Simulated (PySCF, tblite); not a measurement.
# C17H19OP: NMR shifts, part 2 of 2

tblite 0.8.0 and PySCF 2.14.0. Atoms count from 0. Earlier steps stand in the parts before.

## 5. NMR shifts: GIAO KT3/pcSseg-2

The job: settings as JSON, then the geometry in Å.

```
{"job": {"kind": "nmr", "xc": "KT3", "basis": "pcSseg-2", "pop": false}, "charge": 0, "multiplicity": 1}
C      3.108859     1.534291     0.974194
C      2.760559     0.664291    -0.194390
C      3.254766     1.156250    -1.520899
C      2.029708    -0.461690    -0.108999
C      1.418550    -1.029843     1.125598
P     -0.322823    -0.543083     1.457866
O     -0.792754    -1.016056     2.801766
C     -0.350024     1.270456     1.327868
C     -0.239921     1.968146     0.119028
C     -0.201108     3.360268     0.122193
C     -0.278969     4.058883     1.328930
C     -0.408569     3.366154     2.531802
C     -0.446458     1.972695     2.532833
C     -1.307254    -1.125555     0.040952
C     -0.922230    -2.223044    -0.736718
C     -1.749695    -2.691595    -1.755904
C     -2.972635    -2.070945    -2.003058
C     -3.370155    -0.982678    -1.225972
C     -2.543120    -0.514152    -0.209309
H      2.845730     1.090235     1.942387
H      4.187421     1.762457     0.979928
H      2.577002     2.498749     0.902279
H      4.351877     1.272083    -1.519356
H      2.979186     0.478991    -2.341518
H      2.836626     2.154006    -1.741508
H      1.818216    -0.997929    -1.041130
H      1.427864    -2.132176     1.133034
H      1.933504    -0.714565     2.046041
H     -0.187761     1.421615    -0.825101
H     -0.115346     3.905087    -0.821184
H     -0.248981     5.151333     1.328472
H     -0.485030     3.914044     3.474087
H     -0.557881     1.402125     3.459126
H      0.029008    -2.726486    -0.549182
H     -1.437717    -3.547671    -2.358750
H     -3.620607    -2.438180    -2.802569
H     -4.330851    -0.497165    -1.413151
H     -2.857114     0.338273     0.398935
```

With the program's defaults for keys left out, this is: GIAO KT3/pcSseg-2 NMR shielding, non-relativistic, gas phase.

The log of the run:

```text
nearly dependent basis: matrix products in double precision
start: PBE on a coarse grid of 31029 points
cycle   1  E = -1074.6323963644  dE =  2.477e+00  |g| = 1.323e+00  |ddm| = 4.912e+00
cycle   2  E = -1071.8323960629  dE =  2.800e+00  |g| = 3.391e+00  |ddm| = 1.397e+01
cycle   3  E = -1074.7639532884  dE = -2.932e+00  |g| = 1.011e+00  |ddm| = 1.360e+01
cycle   4  E = -1075.0174433930  dE = -2.535e-01  |g| = 1.709e-01  |ddm| = 1.597e+00
cycle   5  E = -1075.0151830265  dE =  2.260e-03  |g| = 1.841e-01  |ddm| = 4.745e-01
cycle   6  E = -1075.0236591216  dE = -8.476e-03  |g| = 6.286e-02  |ddm| = 2.237e-01
cycle   7  E = -1075.0246969362  dE = -1.038e-03  |g| = 1.925e-02  |ddm| = 8.747e-02
cycle   8  E = -1075.0247753305  dE = -7.839e-05  |g| = 9.241e-03  |ddm| = 3.302e-02
final grid: 280104 points
cycle   9  E = -1090.6326295677  dE = -7.075e-02  |g| = 2.061e-01  |ddm| = 6.544e+00
cycle  10  E = -1090.6009920837  dE =  3.164e-02  |g| = 4.273e-01  |ddm| = 1.083e+00
cycle  11  E = -1090.6352981114  dE = -3.431e-02  |g| = 1.120e-01  |ddm| = 9.782e-01
cycle  12  E = -1090.6374267974  dE = -2.129e-03  |g| = 3.096e-02  |ddm| = 1.755e-01
cycle  13  E = -1090.6376908860  dE = -2.641e-04  |g| = 9.570e-03  |ddm| = 5.350e-02
cycle  14  E = -1090.6377131592  dE = -2.227e-05  |g| = 3.662e-03  |ddm| = 1.092e-02
cycle  15  E = -1090.6377161317  dE = -2.973e-06  |g| = 1.512e-03  |ddm| = 4.601e-03
cycle  16  E = -1090.6377167590  dE = -6.273e-07  |g| = 3.993e-04  |ddm| = 1.982e-03
cycle  17  E = -1090.6377167958  dE = -3.681e-08  |g| = 1.660e-04  |ddm| = 5.685e-04
cycle  18  E = -1090.6377168029  dE = -7.121e-09  |g| = 3.299e-05  |ddm| = 2.617e-04
converged SCF energy = -1090.6377168029

GIAO shielding tensors (ppm)
atom      isotropic    diamagn.    paramagn.     s11        s22        s33       span
  0 C      163.323     244.307     -80.984    144.139    165.580    180.251     36.113
  1 C       41.080     267.333    -226.253    -63.564     31.812    154.991    218.555
  2 C      153.312     241.951     -88.638    133.177    143.200    183.561     50.384
  3 C       64.657     275.587    -210.930    -26.246     86.410    133.807    160.053
  4 C      146.765     258.672    -111.908    115.227    153.641    171.426     56.199
  5 P      312.355     972.106    -659.751    237.863    247.982    451.221    213.358
  6 O      193.014     392.069    -199.056     79.781    235.969    263.291    183.510
  7 C       50.309     277.069    -226.760    -35.911     23.055    163.783    199.694
  8 C       50.760     274.407    -223.647    -50.110     32.383    170.008    220.118
  9 C       57.954     262.844    -204.890    -45.666     50.257    169.271    214.936
 10 C       53.337     257.557    -204.220    -50.687     41.778    168.920    219.606
 11 C       55.466     257.909    -202.443    -48.467     45.582    169.283    217.750
 12 C       48.097     262.077    -213.980    -63.607     28.417    179.481    243.088
 13 C       45.758     272.782    -227.024    -34.390      5.604    166.060    200.450
 14 C       53.009     265.576    -212.567    -50.889     39.315    170.600    221.490
 15 C       55.940     259.869    -203.929    -47.496     46.915    168.401    215.897
 16 C       52.909     258.216    -205.307    -50.574     40.465    168.836    219.410
 17 C       54.816     259.093    -204.277    -49.342     45.164    168.627    217.969
 18 C       49.083     265.733    -216.650    -54.593     30.910    170.934    225.527
 19 H       30.068      35.399      -5.331     27.230     31.235     31.738      4.508
 20 H       30.612      25.474       5.138     26.020     27.906     37.909     11.889
 21 H       31.697      35.683      -3.987     25.606     31.277     38.208     12.602
 22 H       29.781      25.584       4.197     26.111     27.046     36.185     10.073
 23 H       29.798      34.402      -4.605     25.959     29.521     33.913      7.954
 24 H       29.834      33.764      -3.931     25.981     29.572     33.949      7.968
 25 H       26.062      45.732     -19.670     21.987     26.030     30.169      8.182
 26 H       27.982      35.607      -7.625     25.474     26.148     32.324      6.850
 27 H       28.488      36.228      -7.740     26.318     27.950     31.197      4.879
 28 H       24.637      49.482     -24.845     20.398     23.930     29.583      9.186
 29 H       24.313      34.481     -10.168     21.354     23.917     27.669      6.315
 30 H       23.965      23.682       0.283     20.872     24.676     26.347      5.474
 31 H       23.857      24.083      -0.226     20.499     24.449     26.623      6.124
 32 H       22.754      34.767     -12.013     18.857     20.592     28.812      9.955
 33 H       23.461      40.098     -16.637     19.837     21.053     29.493      9.656
 34 H       23.923      28.653      -4.729     20.613     23.972     27.185      6.572
 35 H       23.949      23.778       0.171     20.780     24.615     26.452      5.672
 36 H       24.076      28.012      -3.936     20.628     23.949     27.651      7.022
 37 H       24.059      38.626     -14.567     19.870     21.113     31.195     11.325
```

Run time: 71 s. Hardware: 4 threads of Arm Neoverse V1, shared host; peak memory 2.9 GiB.

## 6. NMR shifts: GIAO PBE0/pcSseg-1 in chloroform

The job, as its differences from that of step 5:

```diff
@@ -1,2 +1,2 @@
-{"job": {"kind": "nmr", "xc": "KT3", "basis": "pcSseg-2", "pop": false}, "charge": 0, "multiplicity": 1}
+{"job": {"kind": "nmr", "xc": "PBE0", "basis": "pcSseg-1", "pop": false, "solvent": "chloroform"}, "charge": 0, "multiplicity": 1}
 C      3.108859     1.534291     0.974194
```

Method: GIAO PBE0/pcSseg-1 NMR shielding, non-relativistic, IEF-PCM chloroform.

The log of the run:

```text
start: PBE on a coarse grid of 31029 points
cycle   1  E = -1074.1433832254  dE =  2.508e+00  |g| = 1.250e+00  |ddm| = 6.284e+00
cycle   2  E = -1072.6017501492  dE =  1.542e+00  |g| = 2.816e+00  |ddm| = 6.356e+00
cycle   3  E = -1074.3584023549  dE = -1.757e+00  |g| = 7.449e-01  |ddm| = 5.895e+00
cycle   4  E = -1074.4865998149  dE = -1.282e-01  |g| = 1.310e-01  |ddm| = 9.992e-01
cycle   5  E = -1074.4847468174  dE =  1.853e-03  |g| = 1.522e-01  |ddm| = 3.125e-01
cycle   6  E = -1074.4910352113  dE = -6.288e-03  |g| = 3.173e-02  |ddm| = 1.800e-01
cycle   7  E = -1074.4912899640  dE = -2.548e-04  |g| = 1.028e-02  |ddm| = 4.834e-02
cycle   8  E = -1074.4913132906  dE = -2.333e-05  |g| = 3.932e-03  |ddm| = 1.525e-02
final grid: 280104 points
cycle   9  E = -1074.7519969745  dE = -1.118e-02  |g| = 6.773e-02  |ddm| = 6.317e-01
cycle  10  E = -1074.7505642306  dE =  1.433e-03  |g| = 1.104e-01  |ddm| = 2.137e-01
cycle  11  E = -1074.7530132921  dE = -2.449e-03  |g| = 1.730e-02  |ddm| = 1.495e-01
cycle  12  E = -1074.7530729267  dE = -5.963e-05  |g| = 3.881e-03  |ddm| = 2.100e-02
cycle  13  E = -1074.7530758990  dE = -2.972e-06  |g| = 1.749e-03  |ddm| = 5.646e-03
cycle  14  E = -1074.7530757828  dE =  1.162e-07  |g| = 5.045e-04  |ddm| = 2.656e-03
cycle  15  E = -1074.7530752087  dE =  5.741e-07  |g| = 9.553e-05  |ddm| = 5.765e-04
converged SCF energy = -1074.7530752087

GIAO shielding tensors (ppm)
atom      isotropic    diamagn.    paramagn.     s11        s22        s33       span
  0 C      166.727     248.576     -81.848    147.211    168.833    184.138     36.928
  1 C       35.309     264.508    -229.200    -83.571     27.882    161.615    245.186
  2 C      157.033     248.212     -91.179    137.690    146.327    187.082     49.392
  3 C       62.899     263.123    -200.224    -39.271     87.913    140.054    179.325
  4 C      151.598     261.553    -109.954    120.120    159.037    175.638     55.518
  5 P      299.670     968.307    -668.637    233.596    243.391    422.025    188.429
  6 O      224.601     393.896    -169.295    117.040    267.074    289.688    172.649
  7 C       47.284     272.614    -225.330    -46.796     19.462    169.186    215.982
  8 C       45.374     257.227    -211.854    -63.259     21.565    177.816    241.075
  9 C       51.950     256.460    -204.510    -59.257     37.398    177.709    236.966
 10 C       46.761     256.017    -209.256    -64.623     27.955    176.951    241.574
 11 C       50.496     255.507    -205.011    -60.151     33.890    177.748    237.898
 12 C       44.024     249.198    -205.174    -75.426     22.165    185.333    260.760
 13 C       44.141     272.915    -228.774    -44.411      4.687    172.148    216.559
 14 C       47.466     253.263    -205.797    -63.681     27.782    178.296    241.977
 15 C       50.586     254.147    -203.560    -60.023     34.758    177.024    237.046
 16 C       46.303     255.467    -209.164    -64.701     26.415    177.196    241.896
 17 C       49.579     254.587    -205.008    -61.717     33.361    177.093    238.810
 18 C       44.136     252.330    -208.194    -67.286     21.509    178.183    245.469
 19 H       30.069      33.101      -3.032     26.886     31.323     31.998      5.112
 20 H       30.434      27.350       3.084     25.466     27.536     38.301     12.835
 21 H       31.737      32.300      -0.563     25.398     31.446     38.367     12.970
 22 H       29.660      27.209       2.451     25.613     26.812     36.555     10.942
 23 H       29.720      31.848      -2.128     25.408     29.414     34.337      8.928
 24 H       29.758      31.248      -1.491     25.606     29.460     34.206      8.600
 25 H       25.989      38.279     -12.290     21.543     25.994     30.431      8.888
 26 H       27.870      34.291      -6.420     25.039     25.416     33.157      8.118
 27 H       28.417      35.256      -6.839     25.796     27.453     32.003      6.206
 28 H       24.445      39.058     -14.613     20.293     23.388     29.655      9.362
 29 H       23.816      32.964      -9.149     20.541     23.536     27.370      6.829
 30 H       23.463      28.156      -4.693     20.103     24.496     25.789      5.687
 31 H       23.388      28.078      -4.689     19.675     24.291     26.200      6.525
 32 H       22.594      33.828     -11.234     18.191     20.582     29.010     10.819
 33 H       23.071      35.320     -12.249     19.032     20.969     29.213     10.181
 34 H       23.417      30.017      -6.600     19.775     23.782     26.695      6.920
 35 H       23.423      28.000      -4.578     19.985     24.513     25.769      5.785
 36 H       23.580      29.729      -6.148     19.782     23.713     27.247      7.465
 37 H       23.741      34.111     -10.370     19.164     20.954     31.106     11.942
```

Wall time 28 s (4 threads of Arm Neoverse V1, shared host); peak memory 2.4 GiB.

## 7. Results

This closing draws on all 2 parts.

| quantity | value |
| --- | --- |
| point group | C1 |
| rotational constants (main isotopes) | 0.46, 0.28, 0.24 GHz |
| ¹³C shifts against TMS (PBE0/pcSseg-2, means over atoms taken as alike) | 152.4, 145.0, 143.6, 140.6, 136.8, 126.1, 34.5, 28.4, 18.4 ppm |
| ¹H shifts against TMS (PBE0/pcSseg-2, means over atoms taken as alike) | 7.93, 7.72, 7.62, 5.42, 3.09, 1.52, 0.48 ppm |
| ³¹P shifts against H3PO4 (PBE0/pcSseg-2) | 11.8 ppm |
| ¹⁷O shifts against H2O (PBE0/pcSseg-2) | 119.3 ppm |
| measured, and computed on the same scale | P5 δ 31.6, 11.8 ppm |

What this shows: Over 14 steps the energy fell by 0.178 eV; of the close pairs, P5–O6 changed most, 1.470 to 1.500 Å (PBE0/def2-SVP). No frequency check was run at this level, so the end point may be a saddle. The one measured ³¹P shift is missed by -19.8 ppm (computed less measured, unscaled). Vibration, temperature and solvent are missing from the calculation, and it holds one conformer, so part of the miss against the measured shifts is not the functional's. NICS(1)zz of -30 ppm above the planar ring from C7 marks a diatropic (aromatic) ring current.
